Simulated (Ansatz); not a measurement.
What does this script print? It uses Ansatz 0.2.0 through its Python package.

`ch3fse_cas.py`:
```python
"""Active-space calculation on CH3FSe."""

import ansatz as az

BASIS_SET = "def2-SVP"

ch3fse = (
    az.Crystal.molecule()
    .atom("F", [0.5233, -0.0246, -1.3861])
    .atom("C", [-0.0506, -0.4905, -0.2246])
    .atom("Se", [-0.9229, 0.9452, 0.7719])
    .atom("H", [0.8425, -0.9263, 0.3763])
    .atom("H", [-0.7994, -1.2725, -0.479])
    .atom("H", [0.4491, 1.7047, 0.8953])
)

setup = (
    ch3fse.calculation()
    .basis(gaussian=BASIS_SET)
    .scf(lower_state_search="light")
    .correlation(active_electrons=4, active_orbitals=4)
)
for method in [None]:
    report = (setup if method is None else setup.correlation(method)).run(threads=1).report
    space = report["configurations"]
    state = space["states"][0]
    print(method or "casscf", f"total {report['free_energy_ev'] / 27.211386246:.6f} Ha, active-space state {state['energy']['hartree']:.6f} Ha, mean field {report['reference_energy_ev'] / 27.211386246:.6f} Ha")
    print("  determinants", state["n_determinants"], " natural occupations", [round(n, 3) for n in space["natural_occupations"]])
print("effectively unpaired electrons, sum of min(n, 2 - n):", round(sum(min(n, 2 - n) for n in space["natural_occupations"]), 3))
```

Output of `python ch3fse_cas.py`:
```text
casscf total -2538.494125 Ha, active-space state -2538.494125 Ha, mean field -2538.456676 Ha
  determinants 36  natural occupations [1.969, 1.961, 0.038, 0.031]
effectively unpaired electrons, sum of min(n, 2 - n): 0.139
```

Notes:
- The settings weren't tested for convergence.
- The geometry is a force-field or estimated start, not a minimum of this method, and the basis set is short of its limit. The active space starts as a window about the frontier orbitals and is then optimised, not chosen by chemistry.
- Timing: 3.9 s on 1 thread of Arm Neoverse V2, on a shared host, peak memory 0.23 GiB.
